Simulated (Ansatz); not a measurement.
# CH6AlNS: ionisation energy by level of theory

How much energy removes an electron from CH6AlNS at fixed geometry? The cation is run at each level and the neutral's energy taken from earlier runs.

The runs use Ansatz 0.2.0, Gaussian basis; unrestricted cation, the program's frozen cores in correlated methods.

Levels to be run: UKS PBE-D4/def2-TZVPP; UKS r2SCAN-D4/def2-TZVPP; UKS PBE0-D4/def2-TZVPP; UKS B3LYP-D4/def2-TZVPP; UKS wB97X-V/def2-TZVPP; UKS wB97M-V/def2-TZVPP; UKS B2PLYP/def2-TZVPP; UHF-CCSD(T)/def2-TZVPP; UHF-MP2/def2-QZVPP; extrapolation to the limit; then −ε(HOMO) from the neutral's earlier runs with LDA (SPW92), PBE-D4, revPBE-D4, BLYP-D4, r2SCAN-D4, B97M-V, PBE0-D4, B3LYP-D4, r2SCANh-D4, r2SCAN0-D4, HSE06-D4, BHLYP-D4, CAM-B3LYP-D4, LC-ωPBE, ωB97X-V, ωB97M-V.

## Step 1: Structure used throughout

All runs share one geometry, relaxed beforehand with PBE0-D4 in a triple-zeta def2 set.

10 atoms, charge 0, spin multiplicity 1.

Atoms are counted from 1 here; the program's logs count them from 0.

Bond lengths: C1–Al2 1.943 Å, C1–H5 1.094 Å, C1–H6 1.094 Å, C1–H7 1.093 Å, Al2–N3 1.767 Å, Al2–S4 2.196 Å, N3–H8 1.007 Å, N3–H9 1.006 Å, S4–H10 1.344 Å. Angles: Al2–C1–H5 110.9°, Al2–C1–H6 111.2°, Al2–C1–H7 112.0°, H5–C1–H6 106.9°, H5–C1–H7 107.7°, H6–C1–H7 107.9°, C1–Al2–N3 122.2°, C1–Al2–S4 119.2°, N3–Al2–S4 118.6°, Al2–N3–H8 123.9°, Al2–N3–H9 126.1°, H8–N3–H9 110.1°, Al2–S4–H10 94.1°.

Coordinates:

```xyz
10

C    -1.3857    1.0366    0.1603
Al    0.2654    0.0598   -0.1462
N     0.5312   -1.5666    0.4920
S     1.8584    0.9966   -1.3317
H    -1.9433    1.1642   -0.7724
H    -1.1860    2.0385    0.5507
H    -2.0396    0.5240    0.8705
H    -0.1437   -2.0694    1.0454
H     1.3584   -2.1254    0.3643
H     2.6849   -0.0583   -1.2329
```

## Step 2: Cation, UKS PBE-D4/def2-TZVPP

Input file in.yaml:

```yaml
crystal:
  periodic: [false, false, false]
  atoms:
    - {symbol: C, position_ang: [-1.385658, 1.036556, 0.160300]}
    - {symbol: Al, position_ang: [0.265401, 0.059833, -0.146249]}
    - {symbol: N, position_ang: [0.531168, -1.566623, 0.492030]}
    - {symbol: S, position_ang: [1.858441, 0.996578, -1.331660]}
    - {symbol: H, position_ang: [-1.943340, 1.164224, -0.772441]}
    - {symbol: H, position_ang: [-1.185976, 2.038532, 0.550733]}
    - {symbol: H, position_ang: [-2.039623, 0.523955, 0.870453]}
    - {symbol: H, position_ang: [-0.143711, -2.069376, 1.045430]}
    - {symbol: H, position_ang: [1.358438, -2.125423, 0.364287]}
    - {symbol: H, position_ang: [2.684859, -0.058256, -1.232894]}
basis:
  gaussian: {orbitals: def2-TZVPP}
total_charge: 1
magnetization: {spin_polarized: true, initial_magnetization: 1}
hamiltonian: {xc: pbe, dispersion: d4}
```

Launch:

```console
> ansatz run in.yaml --threads 2 --pin off --events-out ev --progress --plain --max-ram 32768MiB --backend cpu
```

After this run come: Cation, UKS r2SCAN-D4/def2-TZVPP; Cation, UKS PBE0-D4/def2-TZVPP; Cation, UKS B3LYP-D4/def2-TZVPP; Cation, UKS wB97X-V/def2-TZVPP; Cation, UKS wB97M-V/def2-TZVPP; Cation, UKS B2PLYP (frozen core)/def2-TZVPP; Cation, UHF-CCSD(T)/def2-TZVPP; Cation, UHF-MP2/def2-QZVPP.

Q: Predict the results of all the runs planned. Wanted: ionisation energy, CCSD(T)/def2-TZVPP; nearest functional by difference; nearest −ε(HOMO); −ε(HOMO) of PBE; T1 of the cation.

As calculated:

| quantity | value |
| --- | --- |
| ionisation energy, CCSD(T)/def2-TZVPP | 9.63 eV |
| nearest functional by difference | ωB97X-V (-0.05 eV) |
| nearest −ε(HOMO) | ωB97X-V (-0.07 eV) |
| −ε(HOMO) of PBE | 5.87 eV |
| T1 of the cation | 0.066 |

What this shows: By cation minus neutral, the functionals miss by 0.74 eV at most. The PBE orbital energy is 3.8 eV too small: a semilocal HOMO is no ionisation energy. Among orbital estimates ωB97X-V comes nearest. Hartree-Fock falls 1.21 eV short, as the neutral has more correlation energy than the cation. The cation's T1 (from the report) is 0.066, above the customary mark of 0.045 for open shells, so the coupled-cluster value is less safe.
